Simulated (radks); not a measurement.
# Excited configurations of Pb¹²⁺

Aim: excitation energies and quantum defects of the outer electron of Pb¹²⁺, by total-energy differences.

Method: Dirac Kohn-Sham, BLYP, spin-unpolarised, spherical densities, point nucleus; open shells are shared between the two j in proportion to 2j + 1. Code: radks (a radial shooting solver on a logarithmic mesh, Libxc functionals) version 1.

### 1 What is computed

```
element       : lead (Z = 82)
charge        : +12
electrons     : 70
configuration : [Xe] 4f14 5d2
```

The outer shells:

Pb¹²⁺
```
[Xe] core
4f [↑↓][↑↓][↑↓][↑↓][↑↓][↑↓][↑↓]
5d [↑ ][↑ ][  ][  ][  ]
```

### 2 Ground configuration: [Xe] 4f14 5d2

Input:

```text
Z 82
configuration [Xe] 4f14 5d2
relativity Dirac
functional b88,lyp
spin unpolarised
j_filling average
nucleus point
c 137.035999084
```

### 3 The ion: [Xe] 4f14 5d1

Input: that of step 2 with these lines changed.

```diff
@@ -1,3 +1,3 @@
 Z 82
-configuration [Xe] 4f14 5d2
+configuration [Xe] 4f14 5d1
 relativity Dirac
```

### 4 Outer electron in 5f: [Xe] 4f14 5d1 5f1

Input: that of step 3 with these lines changed.

```diff
@@ -1,3 +1,3 @@
 Z 82
-configuration [Xe] 4f14 5d1
+configuration [Xe] 4f14 5d1 5f1
 relativity Dirac
```

### 5 Outer electron in 6s: [Xe] 4f14 5d1 6s1

Input: that of step 4 with these lines changed.

```diff
@@ -1,3 +1,3 @@
 Z 82
-configuration [Xe] 4f14 5d1 5f1
+configuration [Xe] 4f14 5d1 6s1
 relativity Dirac
```

### 6 Outer electron in 6p: [Xe] 4f14 5d1 6p1

Input: that of step 5 with these lines changed.

```diff
@@ -1,3 +1,3 @@
 Z 82
-configuration [Xe] 4f14 5d1 6s1
+configuration [Xe] 4f14 5d1 6p1
 relativity Dirac
```

### 7 Outer electron in 6d: [Xe] 4f14 5d1 6d1

Input: that of step 6 with these lines changed.

```diff
@@ -1,3 +1,3 @@
 Z 82
-configuration [Xe] 4f14 5d1 6p1
+configuration [Xe] 4f14 5d1 6d1
 relativity Dirac
```

### 8 Outer electron in 6f: [Xe] 4f14 5d1 6f1

Input: that of step 7 with these lines changed.

```diff
@@ -1,3 +1,3 @@
 Z 82
-configuration [Xe] 4f14 5d1 6d1
+configuration [Xe] 4f14 5d1 6f1
 relativity Dirac
```

### 9 Outer electron in 7s: [Xe] 4f14 5d1 7s1

Input: that of step 8 with these lines changed.

```diff
@@ -1,3 +1,3 @@
 Z 82
-configuration [Xe] 4f14 5d1 6f1
+configuration [Xe] 4f14 5d1 7s1
 relativity Dirac
```

### 10 Outer electron in 7p: [Xe] 4f14 5d1 7p1

Input: that of step 9 with these lines changed.

```diff
@@ -1,3 +1,3 @@
 Z 82
-configuration [Xe] 4f14 5d1 7s1
+configuration [Xe] 4f14 5d1 7p1
 relativity Dirac
```

### 11 Outer electron in 7d: [Xe] 4f14 5d1 7d1

Input: that of step 10 with these lines changed.

```diff
@@ -1,3 +1,3 @@
 Z 82
-configuration [Xe] 4f14 5d1 7p1
+configuration [Xe] 4f14 5d1 7d1
 relativity Dirac
```

### 12 Outer electron in 7f: [Xe] 4f14 5d1 7f1

Input: that of step 11 with these lines changed.

```diff
@@ -1,3 +1,3 @@
 Z 82
-configuration [Xe] 4f14 5d1 7d1
+configuration [Xe] 4f14 5d1 7f1
 relativity Dirac
```

Before running it: what results should come out? Wanted: for each run, outer orbital; excitation; binding; n*; quantum defect; <r>.

As calculated:

| outer orbital | excitation (eV) | binding (eV) | n* | quantum defect | <r> (bohr) |
| --- | --- | --- | --- | --- | --- |
| 5f | 73.450 | 148.73 | 3.932 | 1.068 | 1.355 |
| 6s | 45.635 | 176.55 | 3.609 | 2.391 | 1.555 |
| 6p | 68.232 | 153.95 | 3.865 | 2.135 | 1.743 |
| 6d | 98.172 | 124.01 | 4.306 | 1.694 | 1.990 |
| 6f | 128.90 | 93.282 | 4.965 | 1.035 | 2.427 |
| 7s | 114.96 | 107.22 | 4.631 | 2.369 | 2.522 |
| 7p | 125.87 | 96.309 | 4.886 | 2.114 | 2.775 |
| 7d | 140.96 | 81.217 | 5.321 | 1.679 | 3.124 |
| 7f | 157.26 | 64.919 | 5.951 | 1.049 | 3.696 |

Binding is E(ion) − E, and n* = 13/√(2·binding) in atomic units. The Δ-SCF energy to the ion that was run is 222.18 eV (NIST's first ionisation energy, to the ion's ground state: 224 eV, theoretical). Mean quantum defects: f 1.05, s 2.38, p 2.12, d 1.69. They fall with l, since high-l orbitals stay out of the core. Self-interaction in the functional shifts them, so they are the method's values and not measured ones. Spin polarisation and multiplet splitting are left out, so open shells lie too high by an amount that depends on their filling. Sharing an open shell by 2j + 1 raises it above the true ground level by a part of the spin-orbit splitting, which enters the differences from NIST.
